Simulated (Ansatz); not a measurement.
LiBi2I2O2:

```
Bi I O Li
1.0
     4.23282    0.00000    0.00000
     0.00000    4.23282    0.00000
     0.00000    0.00000    9.99994
Bi I O Li
2 2 2 1
Direct
  0.00000 0.50000 0.10818
  0.50000 0.00000 0.89182
  0.50000 0.00000 0.32250
  0.00000 0.50000 0.67750
  0.00000 0.00000 0.00000
  0.50000 0.50000 0.00000
  0.00000 0.00000 0.50000
```

The cell comes from a database or a generator and needn't be the stable form of this composition.

Base run:

```yaml
Program: Ansatz 0.2.0
Functional: PBEsol
Dispersion: D3(BJ)
Potentials_or_basis: Ansatz PAW
Cutoff: "420 eV (not typed: the program's choice for these potentials)"
k_mesh: 6 × 6 × 3
Occupations: gaussian, width 0.05 eV
Spin: no spin polarisation
```

Its results: band gap on the k mesh none (metal or under the smearing width); pressure -3.9 GPa; largest force 0.200 eV/Å.

Problem. After a change of settings the same cell gave: band gap on the k mesh none (metal or under the smearing width); pressure -1.5 GPa; largest force 0.047 eV/Å. Which change was it?
A. functional from PBEsol to RPBE; dispersion from D3(BJ) to none
B. functional from PBEsol to PBE
C. functional from PBEsol to PBE; dispersion from D3(BJ) to none

Solution. B.

PBE binds less tightly than PBEsol, so the same cell stands under more pressure.

Caveats: spin-orbit coupling is left out, which moves the levels of the heavy elements; an odd number of electrons without spin polarisation forces a metal; a magnetic or distorted state may lie lower; pairwise dispersion overbinds metals, which lowers pressure and volume; the PAW data sets come from PBE, with cores solved anew for the run's functional, which leaves a small shift of forces and pressure (some runs).
